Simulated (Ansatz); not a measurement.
**GeH7NSn: how energies converge with the basis set**

Aim: see how fast density functionals converge with the basis set for GeH7NSn.

The runs use Ansatz 0.2.0, Gaussian basis; one geometry, several basis sets.

Levels to be run: PBE0-D4/def2-SVP; ωB97M-V/def2-SVP; PBE0-D4/def2-QZVPP; ωB97M-V/def2-QZVPP; the functionals' def2-TZVPP values are taken from earlier runs.

**1. The geometry**

An earlier PBE0-D4 in a triple-zeta def2 set relaxation fixed the geometry. Sn takes the def2 core potential; no spin-orbit term is included.

SMILES `[NH2][GeH2][SnH3]`, 10 atoms, charge 0, spin multiplicity 1.

Atoms are counted from 1 here; the program's logs count them from 0.

Bond lengths: N1–Ge2 1.850 Å, N1–H4 1.011 Å, N1–H5 1.012 Å, Ge2–Sn3 2.598 Å, Ge2–H6 1.539 Å, Ge2–H7 1.551 Å, Sn3–H8 1.710 Å, Sn3–H9 1.706 Å, Sn3–H10 1.708 Å. Angles: Ge2–N1–H4 113.5°, Ge2–N1–H5 113.4°, H4–N1–H5 108.0°, N1–Ge2–Sn3 106.7°, N1–Ge2–H6 106.0°, N1–Ge2–H7 113.9°, Sn3–Ge2–H6 112.0°, Sn3–Ge2–H7 110.6°, H6–Ge2–H7 107.6°, Ge2–Sn3–H8 109.7°, Ge2–Sn3–H9 111.1°, Ge2–Sn3–H10 111.1°, H8–Sn3–H9 108.3°, H8–Sn3–H10 108.0°, H9–Sn3–H10 108.5°.

**2. PBE0-D4 in def2-SVP**

in.yaml

```yaml
crystal:
  periodic: [false, false, false]
  atoms:
    - {symbol: N, position_ang: [-1.678685, 0.504306, -0.791100]}
    - {symbol: Ge, position_ang: [0.106729, 0.863048, -0.466675]}
    - {symbol: Sn, position_ang: [0.980109, -1.032853, 1.080316]}
    - {symbol: H, position_ang: [-1.833005, -0.374330, -1.267356]}
    - {symbol: H, position_ang: [-2.145887, 1.231705, -1.316654]}
    - {symbol: H, position_ang: [0.144151, 2.236906, 0.226932]}
    - {symbol: H, position_ang: [0.971248, 0.961855, -1.751048]}
    - {symbol: H, position_ang: [0.535095, -2.553294, 0.437719]}
    - {symbol: H, position_ang: [0.320141, -0.899506, 2.647602]}
    - {symbol: H, position_ang: [2.683204, -0.988934, 1.203365]}
basis:
  gaussian: {orbitals: def2-SVP}
hamiltonian: {xc: pbe0, dispersion: d4}
output: {orbitals: {seedname: orbitals}}
```

The run is started by

```bash
> ansatz run in.yaml --threads 4 --pin off --events-out ev --progress --plain --max-ram 10444MiB
```

After this run come: ωB97M-V in def2-SVP; PBE0-D4 in def2-QZVPP; ωB97M-V in def2-QZVPP.

**Question.** What will the summary of the whole plan be? Wanted: PBE0-D4: double and triple zeta above quadruple; ωB97M-V: double and triple zeta above quadruple.

The runs gave:

| quantity | value |
| --- | --- |
| PBE0-D4: double and triple zeta above quadruple | 10.71, 1.38 eV |
| ωB97M-V: double and triple zeta above quadruple | 10.81, 1.35 eV |

In words: PBE0-D4 gains 9.32 eV from double to triple zeta, then 1.38 eV more. Total energies overstate the basis error of differences, where much of it tends to cancel. The LUMO of ωB97M-V is positive and keeps falling with the basis (1.86 to 1.00 eV): an unbound level that the basis holds in place.
